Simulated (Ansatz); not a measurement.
# TiTe2: how the settings move a relaxation

Aim: see which settings change the result for TiTe2, by how much, and at what cost.

Computed with Ansatz 0.2.0 (reference: DFT, PBEsol, PAW with Ansatz's default frozen-core files, scalar-relativistic; relaxation of cell and atoms, unless a step's input says otherwise).

## (1) The system as given

Symmetry: P-3m1, No. 164, trigonal system. The conventional cell has a = 3.698 Å, b = 3.698 Å, c = 6.441 Å, α = 90.00°, β = 90.00°, γ = 120.00°. Around Ti (site symmetry -3m) lie 6 Te at 2.74 Å. Around Te (site symmetry 3m) lie 3 Ti at 2.74 Å.

Structure file:

```
Ti Te
1.0
     3.69756    0.00000    0.00000
    -1.84878    3.20218    0.00000
     0.00000    0.00000    6.44086
Ti Te
1 2
Direct
  0.00000 0.00000 0.00000
  0.66667 0.33333 0.26738
  0.33333 0.66667 0.73262
```

## (2) Baseline

Contents of input.yaml:

```yaml
crystal:
  lattice:
    - [3.6975632234, 0.0, 0.0]
    - [-1.8487816117, 3.20218368357, 0.0]
    - [0.0, 0.0, 6.44085672558]
  atoms:
    - { symbol: Ti, position: [0.0, 0.0, 0.0] }
    - { symbol: Te, position: [0.666666666667, 0.333333333333, 0.267375606016] }
    - { symbol: Te, position: [0.333333333333, 0.666666666667, 0.732624393984] }
kpoints:
  mp_grid: { grid: [12, 12, 6] }
scf:
  occupations: { method: fermi_dirac, width: 0.1 }
hamiltonian:
  xc: pbesol
  pseudopotentials: { kind: paw }
relax:
  f_tol: 0.002
  max_steps: 80
  cell: { p_target: 20 }
output:
  forces: true
  stress: true
```

Run with:

```sh
> ansatz run input.yaml --threads 2 --pin off --max-ram 5120MiB --backend cpu --events-out ev --progress --plain --runs-dir out
```

## (3) Changed: chi_scale 0.0

input.yaml: that of step 2 with these lines changed.

```diff
@@ -13,2 +13,3 @@
   occupations: { method: fermi_dirac, width: 0.1 }
+  initial_density: { chi_scale: 0.0 }
 hamiltonian:
```

Before running it: what results should come out? Wanted: for each run, ending; energy change; pressure; gap; force.

As calculated:

| run | ending | energy change | pressure (GPa) | gap (eV) | force (eV/Å) | cycles | time |
| --- | --- | --- | --- | --- | --- | --- | --- |
| reference | converged | 0 | 20.0 | 0.00 | 0.00 | 53 | 24 s |
| 1: chi_scale 0.0 | converged | 0.0 meV/atom | 20.0 | 0.00 | 0.00 | 54 | 25 s |

What this shows: With the changed start the energy agrees within 0.5 meV/atom. Cost: 54 SCF cycles against 53. The reference leaves spin out although Ti can carry a moment, so its state need not be the lowest.

The cell is layered and no dispersion term is used, so the spacing and stiffness across the layers are uncertain.
